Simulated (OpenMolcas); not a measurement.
# Te²⁺: RASSCF and RASPT2 terms and fine-structure levels

Aim: the low terms and levels of Te²⁺, with their order and spacing, then second-order correlation under several settings.

Program: OpenMolcas 26.06. Level of theory: state-averaged RASSCF and RASPT2, spin-orbit coupling by RASSI with atomic mean-field integrals. These are calculated values, not measurements, unless marked.

## Step 1: What is computed

```
Species                           : Te²⁺ (tellurium, Z = 52, 50 electrons)
Basis                             : ANO-RCC-VQZP [8s7p5d3f2g], 93 functions
Scalar Hamiltonian                : DKH3, point nucleus
Inactive shells                   : 1s 2s 2p 3s 3p 3d 4s 4p 4d
Active space                      : 4 electrons in 9 orbitals (RAS2 5s 5p; RAS3 5d, at most 2 electrons)
Some configurations of this space : 5p⁴, 5s 5p³, 5s² 5p²
Orbitals                          : optimised for the ground-state spin in each parity, averaged over the low roots
```

Outer shells as boxes (Hund's rule):

5p4
```
5p [↑↓][↑ ][↑ ]
```

5s 5p3
```
5s [↑ ]
5p [↑ ][↑ ][↑ ]
```

5s2 5p2
```
5s [↑↓]
5p [↑ ][↑ ][  ]
```

Each step is its own input file, run in one work folder so that later steps find the files of earlier ones. Labels, J, g values, rates, χT and fits are worked out afterwards by a script from the matrices that RASSI stores.

## Step 2: GATEWAY and SEWARD: basis and integrals

Contents of a.inp:

```
&GATEWAY
Coord
1

Te 0.0 0.0 0.0
Basis=ANO-RCC-VQZP
Group=XYZ
NoMove
AngMom=0.0 0.0 0.0
AMFI
&SEWARD
Relativistic=R03O02
```

Command:

```console
OMP_NUM_THREADS=1 MOLCAS_MEM=2252 MOLCAS_PROJECT=a pymolcas a.inp > a.log
```

## Step 3: Start orbitals from a smaller active space

Contents of a.inp:

```
&RASSCF
FileOrb=start.orb
Symmetry=1
Spin=3
nActEl=4 0 0
Inactive=14 9
Ras2=1 3
CIRoot=6 6 1
SDav=6
CIMx=300
Iter=120 100
PrWF=0.3
OrbListing=Nothing
MaxOrb=0
Atom
>>> COPY $Project.JobIph JOBPRE
```

## Step 4: RASSCF: triplets of even parity, 6 roots

Contents of a.inp:

```
&RASSCF
FileOrb=start.orb
Symmetry=1
Spin=3
nActEl=4 0 2
Inactive=14 9
Ras2=1 3
Ras3=5 0
CIRoot=6 6 1
SDav=211
CIMx=300
Iter=120 100
PrWF=0.3
OrbListing=Nothing
MaxOrb=0
Thrs=2.0e-7 1.0e-1 5.0e-4
Atom
>>> COPY $Project.JobIph JOB001
```

## Step 5: RASSCF: singlets of even parity, 24 roots

Contents of a.inp:

```
&RASSCF
FileOrb=start.orb
Symmetry=1
Spin=1
nActEl=4 0 2
Inactive=14 9
Ras2=1 3
Ras3=5 0
CIRoot=24 24 1
SDav=192
CIMx=300
Iter=120 100
PrWF=0.3
OrbListing=Nothing
MaxOrb=0
Thrs=2.0e-7 1.0e-1 5.0e-4
Atom
CIOnly
>>> COPY $Project.JobIph JOB002
```

## Step 6: RASSCF: triplets of odd parity, 8 roots

Contents of a.inp:

```
&RASSCF
FileOrb=start.orb
Symmetry=2
Spin=3
nActEl=4 0 2
Inactive=14 9
Ras2=1 3
Ras3=5 0
CIRoot=8 8 1
SDav=174
CIMx=300
Iter=120 100
PrWF=0.3
OrbListing=Nothing
MaxOrb=0
Thrs=2.0e-7 1.0e-1 5.0e-4
Atom
>>> COPY $Project.JobIph JOB003
```

## Step 7: Reference wave functions, quintets of odd parity, 13 roots

Contents of a.inp:

```
&RASSCF
FileOrb=start.orb
Symmetry=2
Spin=5
nActEl=4 0 2
Inactive=14 9
Ras2=1 3
Ras3=5 0
CIRoot=13 13 1
SDav=36
CIMx=300
Iter=120 100
PrWF=0.3
OrbListing=Nothing
MaxOrb=0
Thrs=2.0e-7 1.0e-1 5.0e-4
Atom
CIOnly
>>> COPY $Project.JobIph JOB004
```

## Step 8: RASSCF: singlets of odd parity, 20 roots

Contents of a.inp:

```
&RASSCF
FileOrb=start.orb
Symmetry=2
Spin=1
nActEl=4 0 2
Inactive=14 9
Ras2=1 3
Ras3=5 0
CIRoot=20 20 1
SDav=138
CIMx=300
Iter=120 100
PrWF=0.3
OrbListing=Nothing
MaxOrb=0
Thrs=2.0e-7 1.0e-1 5.0e-4
Atom
CIOnly
>>> COPY $Project.JobIph JOB005
```

## Step 9: State interaction with spin-orbit coupling

Contents of a.inp:

```
&RASSI
NrOfJobIphs=5 6 6 8 1 8
1 2 3 4 5 6
1 2 3 4 5 6
1 2 3 4 5 6 7 8
1
1 2 3 4 5 6 7 8
IphNames
JOB001
JOB002
JOB003
JOB004
JOB005
EJob
SpinOrbit
DIPRint=1.0
SOCoupling=1000.0
Subsets=2
MEES
Property=10
'ANGMOM' 1 'ANGMOM' 2 'ANGMOM' 3 'MLTPL  1' 1 'MLTPL  1' 2 'MLTPL  1' 3
'AMFI' 1 'AMFI' 2 'AMFI' 3 'MLTPL  2' 6
SOProperty=3
'ANGMOM' 1 'ANGMOM' 2 'ANGMOM' 3
```

## Step 10: CASPT2: IPEA 0.35, imaginary shift 0.4 (closed shells correlated: 4d), extended multistate

Contents of a.inp:

```
>>> COPY JOB001 $Project.JobIph
&CASPT2
XMultistate=6 1 2 3 4 5 6
Frozen=9 9
IPEA=0.35
Imaginary=0.4
MaxIter=60
WThr=0.0 0.3 0.05
PrWF=0.5
NoMix
>>> COPY JOB002 $Project.JobIph
&CASPT2
XMultistate=6 1 2 3 4 5 6
Frozen=9 9
IPEA=0.35
Imaginary=0.4
MaxIter=60
WThr=0.0 0.3 0.05
PrWF=0.5
NoMix
>>> COPY JOB003 $Project.JobIph
&CASPT2
XMultistate=8 1 2 3 4 5 6 7 8
Frozen=9 9
IPEA=0.35
Imaginary=0.4
MaxIter=60
WThr=0.0 0.3 0.05
PrWF=0.5
NoMix
>>> COPY JOB004 $Project.JobIph
&CASPT2
Multistate=1 1
Frozen=9 9
IPEA=0.35
Imaginary=0.4
MaxIter=60
WThr=0.0 0.3 0.05
PrWF=0.5
NoMix
>>> COPY JOB005 $Project.JobIph
&CASPT2
XMultistate=8 1 2 3 4 5 6 7 8
Frozen=9 9
IPEA=0.35
Imaginary=0.4
MaxIter=60
WThr=0.0 0.3 0.05
PrWF=0.5
NoMix
```

## Step 11: CASPT2: IPEA 0.3, real shift 0.3 (closed shells correlated: none)

Contents of a.inp:

```
>>> COPY JOB001 $Project.JobIph
&CASPT2
Multistate=6 1 2 3 4 5 6
Frozen=14 9
IPEA=0.3
Shift=0.3
MaxIter=60
WThr=0.0 0.3 0.05
PrWF=0.5
NoMix
>>> COPY JOB002 $Project.JobIph
&CASPT2
Multistate=6 1 2 3 4 5 6
Frozen=14 9
IPEA=0.3
Shift=0.3
MaxIter=60
WThr=0.0 0.3 0.05
PrWF=0.5
NoMix
>>> COPY JOB003 $Project.JobIph
&CASPT2
Multistate=8 1 2 3 4 5 6 7 8
Frozen=14 9
IPEA=0.3
Shift=0.3
MaxIter=60
WThr=0.0 0.3 0.05
PrWF=0.5
NoMix
>>> COPY JOB004 $Project.JobIph
&CASPT2
Multistate=1 1
Frozen=14 9
IPEA=0.3
Shift=0.3
MaxIter=60
WThr=0.0 0.3 0.05
PrWF=0.5
NoMix
>>> COPY JOB005 $Project.JobIph
&CASPT2
Multistate=8 1 2 3 4 5 6 7 8
Frozen=14 9
IPEA=0.3
Shift=0.3
MaxIter=60
WThr=0.0 0.3 0.05
PrWF=0.5
NoMix
```

## Step 12: CASPT2: IPEA 0.2, sigma1 regulariser 0.2 (closed shells correlated: none)

Edit a.inp of step 11 so:

```diff
@@ -3,5 +3,6 @@
 Multistate=6 1 2 3 4 5 6
+NoMult
 Frozen=14 9
-IPEA=0.3
-Shift=0.3
+IPEA=0.2
+Sig1=0.2
 MaxIter=60
@@ -13,5 +14,6 @@
 Multistate=6 1 2 3 4 5 6
+NoMult
 Frozen=14 9
-IPEA=0.3
-Shift=0.3
+IPEA=0.2
+Sig1=0.2
 MaxIter=60
@@ -23,5 +25,6 @@
 Multistate=8 1 2 3 4 5 6 7 8
+NoMult
 Frozen=14 9
-IPEA=0.3
-Shift=0.3
+IPEA=0.2
+Sig1=0.2
 MaxIter=60
@@ -34,4 +37,4 @@
 Frozen=14 9
-IPEA=0.3
-Shift=0.3
+IPEA=0.2
+Sig1=0.2
 MaxIter=60
@@ -43,5 +46,6 @@
 Multistate=8 1 2 3 4 5 6 7 8
+NoMult
 Frozen=14 9
-IPEA=0.3
-Shift=0.3
+IPEA=0.2
+Sig1=0.2
 MaxIter=60
```

(Steps that only read results are left out.)

Q: Predict the outcome of this session. Wanted: lowest level; first excited level; lowest level of another term; spin-orbit lowering of the lowest level; strongest of the lines computed, by gA, at RASSCF energies.

As calculated:

```
                                                  quantity                                                                      value
                                                    method  XMS-RASPT2, IPEA 0.35, imaginary shift 0.4 (closed shells correlated: 4d)
                                              lowest level                                             5s² 5p² ³P₀, 95 % of that term
                               ground level listed by NIST                                                                        3P0
                                       first excited level                                                   5s² 5p² ³P₁ at 3920 cm⁻¹
                              lowest level of another term                                                  5s² 5p² ¹D₂ at 16090 cm⁻¹
                   spin-orbit lowering of the lowest level                                                                  6286 cm⁻¹
strongest of the lines computed, by gA, at RASSCF energies                        5s 5p³ ³D°₃ → 5s² 5p² ³P₂, 138 nm, A = 4.10e+07 s⁻¹
```

What each method costs and misses:

```tsv
method	time of its own steps	time with the reference	mean absolute difference from the measured levels (cm-1)
A. RASSCF	38 s	38 s	2600
B. XMS-RASPT2, IPEA 0.35, imaginary shift 0.4, +4d	25 s	63 s	740
C. SS-RASPT2, IPEA 0.3, real shift 0.3, +none	16 s	54 s	2100
D. SS-RASPT2, IPEA 0.2, sigma1 regulariser 0.2, +none	13 s	51 s	2100
```

Times are of one thread on a shared host.

The multiplet ³P is regular; its intervals divided by the larger J differ by 83 % of their mean, where Landé's rule for pure LS coupling makes them equal. Second-order correlation (method B) scales the levels of the lowest configuration above 5000 cm⁻¹ by 0.89 to 0.97. Method B lies closest to the measured levels (740 cm⁻¹ on average) and A farthest (2600). Only the configurations of the active space and the roots asked for are present. The singlets, quintets rest on orbitals optimised for another spin in at least one step, which raises them against the optimised states. Not all states of the active space went into the spin-orbit step. CASPT2 does not keep the components of a term degenerate, and the means are used. The levels of the extra active shells were not computed. Levels of other configurations are missing from the list.
